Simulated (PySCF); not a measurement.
# H4HoS4 (Ho(SH)4-): the cost of one run

Method: several levels, as the steps say, no spin–orbit coupling; program: PySCF 2.14.0.

1 further run of the same task is left out (for a known fault of the program).

## Step 1: The starting structure

9 atoms, charge -1, spin multiplicity 1.

Bond lengths: Ho1–S2 2.639 Å, Ho1–S4 2.639 Å, Ho1–S6 2.639 Å, Ho1–S8 2.639 Å, S2–H3 1.355 Å, S4–H5 1.355 Å, S6–H7 1.355 Å, S8–H9 1.355 Å. Angles: S2–Ho1–S4 108.0°, S2–Ho1–S6 110.3°, S2–Ho1–S8 110.2°, S4–Ho1–S6 110.2°, S4–Ho1–S8 110.3°, S6–Ho1–S8 108.0°, Ho1–S2–H3 89.3°, Ho1–S4–H5 89.3°, Ho1–S6–H7 89.3°, Ho1–S8–H9 89.3°.

Geometry (Å):

```
atom     x (Å)     y (Å)     z (Å)
 Ho1   0.00000   0.00000   0.00193
  S2   1.44420   1.57263   1.55246
  H3   1.81242   0.48974   2.27871
  S4  -1.44420  -1.57263   1.55246
  H5  -1.81242  -0.48974   2.27871
  S6   1.57061  -1.44535  -1.54943
  H7   0.48738  -1.80870  -2.27774
  S8  -1.57061   1.44535  -1.54943
  H9  -0.48738   1.80870  -2.27774
```

Formal oxidation states: Ho +3. Each metal's 10 4f electrons lie in its core potential, so multiplicities, spins and levels count the valence alone. An earlier session relaxed this geometry at PBE0, Ho lcecp-1-SVP with ECP56, S def2-SVP, H def2-SVP (singlet, point group S4).

At PBE0 on the finer grid: E = -1632.076189 Eh, HOMO -3.06 eV, LUMO 3.08 eV, Mulliken charge on Ho1 +0.56 e, largest force component 0.005 eV/Å. 

Levels to run: HF; M06-L. Hardware: 2 threads of Arm Neoverse V2, shared host.

## Step 2: HF

Contents of run.py (the lines that set the calculation):

```python
mol = gto.M(atom='''
Ho     0.00000     0.00000     0.00193
S      1.44420     1.57263     1.55246
H      1.81242     0.48974     2.27871
S     -1.44420    -1.57263     1.55246
H     -1.81242    -0.48974     2.27871
S      1.57061    -1.44535    -1.54943
H      0.48738    -1.80870    -2.27774
S     -1.57061     1.44535    -1.54943
H     -0.48738     1.80870    -2.27774''',
    basis={'Ho': 'lcecp-1-SVP', 'S': 'def2-SVP', 'H': 'def2-SVP'},
    ecp={'Ho': 'lcecp-1-SVP'},
    charge=-1, spin=0)
mf = scf.RHF(mol)
mf = mf.density_fit()  # fitting sets: Ho AutoAux, S def2-universal-JKFIT, H def2-universal-JKFIT
mf.conv_tol = 1e-08; mf.max_cycle = 55
mf.kernel(dm0)  # dm0: the density of the relaxed state
```

On the command line:

```
OMP_NUM_THREADS=2 python run.py
```

**Question.** How long does this run take on 2 threads of Arm Neoverse V2, shared host?

About 4.7 s.
